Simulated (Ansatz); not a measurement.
**Te: the crystal squeezed far**

One table from this session's results is given with a row withheld; the runs are named, their logs left out.

Program: Ansatz 0.2.0. Level of theory: DFT, PBEsol, PAW with Ansatz's default frozen-core files, scalar-relativistic. These are calculated values, not measurements.

**The starting structure**

The structure is hexagonal, space group P6_3/mmc (No. 194). Conventional cell: a = 3.458 Å, b = 3.458 Å, c = 5.602 Å, α = 90.00°, β = 90.00°, γ = 120.00°. Te (site symmetry -6m2) has 12 Te at 3.44 to 3.46 Å as nearest neighbours.

As a file:

```
CELL_PARAMETERS angstrom
3.45775 0.00000 0.00000
-1.72888 2.99450 0.00000
0.00000 0.00000 5.60156
ATOMIC_POSITIONS crystal
Te 0.33333 0.66667 0.25000
Te 0.66667 0.33333 0.75000
```

Whether this phase is the stable one at these pressures isn't tested.

Atoms are numbered in the order of the input: Te1, Te2.

Set-up of the first run:

File input.yaml:

```yaml
crystal:
  lattice:
    - [3.4577541861, 0.0, 0.0]
    - [-1.7288770931, 2.9945029652, 0.0]
    - [0.0, 0.0, 5.6015617816]
  atoms:
    - { symbol: Te, position: [0.3333333333, 0.6666666667, 0.25] }
    - { symbol: Te, position: [0.6666666667, 0.3333333333, 0.75] }
kpoints:
  mp_grid: { grid: [14, 14, 8] }
scf:
  occupations: { method: fermi_dirac, width: 0.08 }
hamiltonian:
  xc: pbesol
  pseudopotentials: { kind: paw }
output:
  forces: true
  stress: true
relax:
  f_tol: 0.005
  max_steps: 40
  cell: {}
```

Started as:

```
$ ansatz run input.yaml --threads 1 --pin off --max-ram 2048MiB --backend cpu --events-out ev --progress --plain --runs-dir out
```

Among the steps run: Cell relaxed at zero pressure, PAW; Volume scaled by 1, PAW; Shape and atoms relaxed at 0.92 of the volume, PAW; Volume scaled by 0.92, PAW; Shape and atoms relaxed at 0.84 of the volume, PAW; Volume scaled by 0.84, PAW; Volume scaled by 0.84, PAW (cutoff 300 eV); Shape and atoms relaxed at 0.76 of the volume, PAW; Volume scaled by 0.76, PAW; Shape and atoms relaxed at 0.68 of the volume, PAW; Volume scaled by 0.68, PAW; Shape and atoms relaxed at 0.6 of the volume, PAW; Volume scaled by 0.6, PAW; Shape and atoms relaxed at 0.52 of the volume, PAW; More of the same log: shape and atoms relaxed at 0.52 of the volume; Volume scaled by 0.52, PAW; Shape and atoms relaxed at 0.45 of the volume, PAW; More of the same log: shape and atoms relaxed at 0.45 of the volume; Volume scaled by 0.45, PAW; Volume scaled by 0.45, PAW (partial_waves polarizable).

One table of the session follows, with a row left open; its other results are not shown here.

| method | volume over the first | volume (Å³/atom) | pressure (GPa) |
| --- | --- | --- | --- |
| PAW | 1 | 29.491 | 0.03 |
| PAW | 0.92 | 27.132 | 4.31 |
| PAW | 0.84 | 24.773 | 10.35 |
| PAW | 0.76 | ? | ? |
| PAW | 0.68 | 20.054 | 37.97 |
| PAW | 0.6 | 17.695 | 71.91 |
| PAW | 0.52 | 15.335 | 133.25 |
| PAW | 0.45 | 13.271 | 232.64 |
| PAW (cutoff 300 eV) | 0.84 | 24.773 | 10.31 |
| PAW (partial_waves polarizable) | 0.45 | 13.271 | 232.64 |

**Question.** Estimate the row for PAW, 0.76.

As computed: volume (Å³/atom): 22.413; pressure (GPa): 19.44. In the column «volume (Å³/atom)» it lies between PAW, 0.68 (20.054) and PAW, 0.84 (24.773).

Limits of these values: Warnings in the runs' records: cutoff below recommended.
